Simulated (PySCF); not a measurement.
# C2H8AlFS: the cost of one run

Programs: PySCF 2.14.0, with density-fitted response routines of our own. Each step states its level of theory. These are calculated values for one molecule in the gas phase, unless marked as measured. Atoms count from 0, in the outputs and in this text.

### Step 1. Starting geometry

13 atoms, charge 0, multiplicity 1; geometry from: GFN2-xTB. The atoms were then displaced at random by about 0.01 Å, so the start is not that level's minimum.

Bonds of the start (Å): C0–S1 1.81, S1–C2 1.82, S1–Al3 2.53, Al3–F4 1.67, C0–H5 1.12, C0–H6 1.09, C0–H7 1.05, C2–H8 1.07, C2–H9 1.10, C2–H10 1.08, Al3–H11 1.54, Al3–H12 1.52.

### Step 2. Geometry optimisation at PBE0-D3(BJ)/def2-SVP

Job settings and geometry (Å):

```
{"job": {"xc": "PBE0", "basis": "def2-SVP", "d3": "d3bj", "grid": 1, "shake": 0.01, "kind": "geom"}, "charge": 0, "multiplicity": 1}
C     -0.862740    -1.352780    -0.396390
S     -0.373160    -0.275590     0.978710
C     -0.960010     1.342130     0.371910
Al     1.996860    -0.048140     0.127190
F      1.598990     0.563060    -1.376980
H     -1.941130    -1.153610    -0.600510
H     -0.273140    -1.118770    -1.284530
H     -0.709310    -2.348810    -0.091460
H     -2.027150     1.346240     0.365280
H     -0.596510     2.083090     1.104960
H     -0.530240     1.551420    -0.591230
H      2.275100    -1.561910     0.186080
H      2.408270     0.956760     1.196650
```

Started as:

```sh
> OMP_NUM_THREADS=1 python probes_run.py task.json out
```

One launch serves the whole session: the jobs run in the order shown.

Q: Estimate the wall time and peak memory of this first job on 1 thread of Arm Neoverse V1, shared host.

About 45 s, with a peak of 0.52 GiB.
